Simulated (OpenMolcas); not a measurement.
# V³⁺ among point charges: CASSCF and CASPT2 levels and susceptibility

Aim: the splitting of the states of V³⁺ in the field of 6 point charges, its lowest levels with spin-orbit coupling and its magnetic susceptibility.

The numbers are computed with OpenMolcas 26.06 (state-averaged CASSCF and CASPT2, spin-orbit coupling by RASSI with atomic mean-field integrals), except any that are marked as measured or tabulated.

### 1 The atom as given

* Species: V³⁺ (vanadium, Z = 23, 20 electrons)
* Basis: ANO-RCC-VDZP [5s4p2d1f], 34 functions
* Scalar Hamiltonian: DKH2, point nucleus
* Inactive shells: 1s 2s 2p 3s 3p
* Active space: 2 electrons in 5 orbitals (3d)
* Some configurations of this space: 3d²
* Orbitals: optimised for each spin and parity, averaged over all roots

The outer shells:

3d2
```
3d [↑ ][↑ ][  ][  ][  ]
```

The ion sits among 6 point charges of -0.98 e arranged as a trigonal antiprism (D3d), 1.84 Å from the ion, with a polar angle of 58.0° against the regular 54.74°.

The work runs as a chain of OpenMolcas steps in one folder; each step below is one input file. Labels, J, g values, rates, χT and fits are worked out afterwards by a script from the matrices that RASSI stores. The input lists half of the charges; inversion (Group=XYZ) makes the rest.

### 2 Basis and integrals

The input, a.inp:

```
&GATEWAY
Coord
1

V 0.0 0.0 0.0
Basis=ANO-RCC-VDZP
Group=XYZ
NoMove
AngMom=0.0 0.0 0.0
AMFI
XField
3 Angstrom 0
0.000000 1.560744 0.974514 -0.980000
1.351644 -0.780372 0.974514 -0.980000
1.351644 0.780372 -0.974514 -0.980000
&SEWARD
```

Run with:

```sh
$ OMP_NUM_THREADS=1 MOLCAS_MEM=1689 MOLCAS_PROJECT=a pymolcas a.inp > a.log
```

### 3 CASSCF: triplets of even parity, 10 roots

The input, a.inp:

```
&RASSCF
FileOrb=start.orb
Symmetry=1
Spin=3
nActEl=2 0 0
Inactive=3 6
Ras2=5 0
CIRoot=10 10 1
SDav=10
CIMx=300
Iter=120 100
PrWF=0.3
OrbListing=Nothing
MaxOrb=0
>>> COPY $Project.JobIph JOB001
```

start.orb holds the contracted functions of the basis, ordered by shell, or the orbitals of the step before.

### 4 CASSCF: singlets of even parity, 15 roots

The input, a.inp:

```
&RASSCF
FileOrb=start.orb
Symmetry=1
Spin=1
nActEl=2 0 0
Inactive=3 6
Ras2=5 0
CIRoot=15 15 1
SDav=15
CIMx=300
Iter=120 100
PrWF=0.3
OrbListing=Nothing
MaxOrb=0
>>> COPY $Project.JobIph JOB002
```

### 5 State interaction with spin-orbit coupling

The input, a.inp:

```
&RASSI
NrOfJobIphs=2 10 15
1 2 3 4 5 6 7 8 9 10
1 2 3 4 5 6 7 8 9 10 11 12 13 14 15
IphNames
JOB001
JOB002
EJob
SpinOrbit
DIPRint=1.0
SOCoupling=1000.0
Subsets=2
Property=9
'ANGMOM' 1 'ANGMOM' 2 'ANGMOM' 3 'MLTPL  1' 1 'MLTPL  1' 2 'MLTPL  1' 3
'AMFI' 1 'AMFI' 2 'AMFI' 3
SOProperty=3
'ANGMOM' 1 'ANGMOM' 2 'ANGMOM' 3
```

### 6 CASPT2: IPEA 0.25, imaginary shift 0.1 (closed shells correlated: 3s 3p)

The input, a.inp:

```
>>> COPY JOB001 $Project.JobIph
&CASPT2
Multistate=10 1 2 3 4 5 6 7 8 9 10
NoMult
Frozen=2 3
IPEA=0.25
Imaginary=0.1
MaxIter=60
WThr=0.0 0.3 0.05
PrWF=0.5
NoMix
>>> COPY JOB002 $Project.JobIph
&CASPT2
Multistate=15 1 2 3 4 5 6 7 8 9 10 11 12 13 14 15
NoMult
Frozen=2 3
IPEA=0.25
Imaginary=0.1
MaxIter=60
WThr=0.0 0.3 0.05
PrWF=0.5
NoMix
```

(Steps that only read results are left out.)

What does the calculation give? Wanted: spin-free ground state; first state of the same spin within the active space; lowest level; next level.

**Answer**, as computed:

| quantity | value |
| --- | --- |
| method | SS-CASPT2, IPEA 0.25, imaginary shift 0.1 (closed shells correlated: 3s 3p) |
| spin-free ground state | 3E, 2-fold in its orbital part |
| first state of the same spin within the active space | 3A2 at 223 cm⁻¹ |
| lowest level | 2-fold E, g = 0.00, 0.00, 1.10 |
| next level | 44.6 cm⁻¹ |
| χT at 300 K | 0.88 cm³ K/mol |
| effective moment at 300 K | 2.65 μB |

Cost by method:

```tsv
method	time of its own steps	time with the reference
A. CASSCF	5.2 s	5.2 s
B. SS-CASPT2, IPEA 0.25, imaginary shift 0.1, +3s 3p	1.6 s	6.8 s
```

Times are of one thread on a shared host.

The spin-free ground state (3E) comes to 99 % from free-ion F terms and keeps the highest spin of the shell. χT at 300 K is 0.88, against 1.00 cm³ K/mol for the spin alone, so spin-orbit coupling lowers it. CASPT2 does not keep the components of a term degenerate, and the means are used. The field of point charges can differ much from that of real complexes. This is an electrostatic model: the charges have no orbitals.
